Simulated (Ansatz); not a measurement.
What does this script print? It uses the Ansatz DFT code, driven from Python.

`run_opt.py`:
```python
"""Minimum-energy structure of C2H8NSi."""

import itertools

import ansatz as az
from ase.data import atomic_numbers, covalent_radii
import numpy as np

SETTINGS = {
    "basis": "def2-SVP",
    "functional": "b3lyp",
}

geometry_ang = [
    ("C", [-0.6037, 1.2224, -0.0801]),
    ("C", [-0.2354, 0.2428, 0.9562]),
    ("Si", [1.0613, -0.96, 0.424]),
    ("N", [0.634, -1.8953, -0.8759]),
    ("H", [-1.0677, 0.7744, -0.9982]),
    ("H", [-1.4192, 1.9491, 0.316]),
    ("H", [0.2214, 1.8873, -0.4066]),
    ("H", [-1.0791, -0.3002, 1.2661]),
    ("H", [0.1271, 0.8026, 1.8848]),
    ("H", [2.2746, -0.2197, -0.0345]),
    ("H", [-0.4082, -2.2179, -0.7103]),
    ("H", [0.5719, -1.3407, -1.7075]),
]
geometry = az.Crystal.molecule()
for symbol, xyz in geometry_ang:
    geometry = geometry.atom(symbol, xyz)

calculation = (
    geometry.calculation()
    .basis(gaussian=SETTINGS["basis"])
    .functional(SETTINGS["functional"])
    .spin("collinear", total=1)
)
symbols = [site.symbol for site in geometry.cartesian_sites]
start = np.array([site.position_ang for site in geometry.cartesian_sites], dtype=float)
def progress(event):
    if event["event"] == "relax_step":
        row = event["data"]
        print(f"step {row['step']:3d}  E = {row['lagrangian_ev']:.6f} eV  largest force component {row['allowed_force_max_ev_ang']:.4f} eV/A")


summary = calculation.relax(force_tolerance=0.005).session().plan().execute(on_event=progress).report
end = np.array(summary["positions_ang"])

print(f"E = {summary['free_energy_ev']:.6f} eV = {summary['free_energy_ev'] / 27.211386246:.7f} Ha")
print("converged:", summary["converged"], " doubts:", summary["published_state_doubts"] or "none")

# pairs closer than 1.2 times the sum of covalent radii, before or after
radius = [covalent_radii[atomic_numbers[s]] for s in symbols]
span = lambda where, i, j: np.linalg.norm(where[i] - where[j])
bonded = [(i, j) for i, j in itertools.combinations(range(len(symbols)), 2) if min(span(start, i, j), span(end, i, j)) < 1.2 * (radius[i] + radius[j])]
print("pair        before    after (A)")
for i, j in bonded:
    print(f"{symbols[i]}{i}-{symbols[j]}{j}".ljust(10), f"{span(start, i, j):8.4f} {span(end, i, j):8.4f}")
```

Output of `python run_opt.py`:
```text
step   1  E = -11566.272779 eV  largest force component 3.9688 eV/A
step   2  E = -11566.806223 eV  largest force component 1.7622 eV/A
step   3  E = -11566.921273 eV  largest force component 0.9819 eV/A
step   4  E = -11566.952786 eV  largest force component 1.3830 eV/A
step   5  E = -11567.034595 eV  largest force component 0.6859 eV/A
step   6  E = -11567.061996 eV  largest force component 0.2474 eV/A
step   7  E = -11567.074443 eV  largest force component 0.1276 eV/A
step   8  E = -11567.077014 eV  largest force component 0.3267 eV/A
step   9  E = -11567.080184 eV  largest force component 0.0491 eV/A
step  10  E = -11567.080151 eV  largest force component 0.0470 eV/A
step  11  E = -11567.080408 eV  largest force component 0.0100 eV/A
step  12  E = -11567.080431 eV  largest force component 0.0033 eV/A
E = -11567.080683 eV = -425.0823746 Ha
converged: True  doubts: none
pair        before    after (A)
C0-C1        1.4728   1.5373
C0-H4        1.1220   1.1014
C0-H5        1.1619   1.1038
C0-H6        1.1088   1.1023
C1-Si2       1.8470   1.9073
C1-H7        1.0501   1.1054
C1-H8        1.1433   1.1047
Si2-N3       1.6574   1.7524
Si2-H9       1.4934   1.5054
N3-H10       1.1035   1.0173
N3-H11       1.0015   1.0171
```

Notes:
- These settings explore the input space; basis and method may be short of convergence.
- The end point is the stationary point reached from this start; no frequency run checks that it is a minimum, and the basis set is modest.
- The species is open-shell (spin multiplicity 2).
- b3lyp holds the VWN-RPA fit, as in Gaussian; the form of ORCA and Turbomole is b3lyp5.
- It ran for 34 s on 1 thread of AMD EPYC 9R45 96-Core Processor (Zen 5), with other jobs on the host, peak memory 0.35 GiB.
